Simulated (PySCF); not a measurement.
# C8H12: the cost of one run

Computed with PySCF 2.14.0 and routines of our own; the level stands in each step. Atoms count from 0.

### 1 The starting structure

20 atoms, charge 0, multiplicity 1; geometry from: GFN2-xTB.

### 2 Magnetic properties: GIAO PBE0/pcSseg-1

The job: settings as JSON, then the geometry in Å.

```
{"job": {"kind": "mag", "xc": "PBE0", "basis": "pcSseg-1", "isotopologues": 2}, "charge": 0, "multiplicity": 1}
C      2.241457     1.618440    -0.646483
C      1.439303     0.612308    -0.941264
C      0.521103    -0.052438     0.028998
C      0.736131    -1.579067     0.119065
C     -0.653121    -2.129951     0.229278
C     -1.570543    -1.218242    -0.037334
C     -0.969706     0.119940    -0.363996
C     -1.640480     1.278820     0.365046
H      2.877287     2.079504    -1.383373
H      2.295845     2.025720     0.350263
H      1.403986     0.222169    -1.951459
H      0.668030     0.384788     1.020621
H      1.218455    -1.961649    -0.785762
H      1.364294    -1.855554     0.967136
H     -0.828430    -3.164272     0.472715
H     -2.636793    -1.366289    -0.049368
H     -1.052666     0.296458    -1.444494
H     -1.123395     2.210078     0.143761
H     -1.617555     1.113503     1.440344
H     -2.678349     1.376414     0.053574
```

Level: GIAO PBE0/pcSseg-1 magnetisability, rotational g tensor and spin-rotation constants, non-relativistic, gas phase.

The run is started by

```
> OMP_NUM_THREADS=1 python excited_run.py task.json out
```

One launch serves the whole session: the jobs run in the order shown.

Q: Estimate the wall time and peak memory of this first job on 1 thread of AMD EPYC 7R13, shared host.

About 36 s, with a peak of 0.97 GiB.
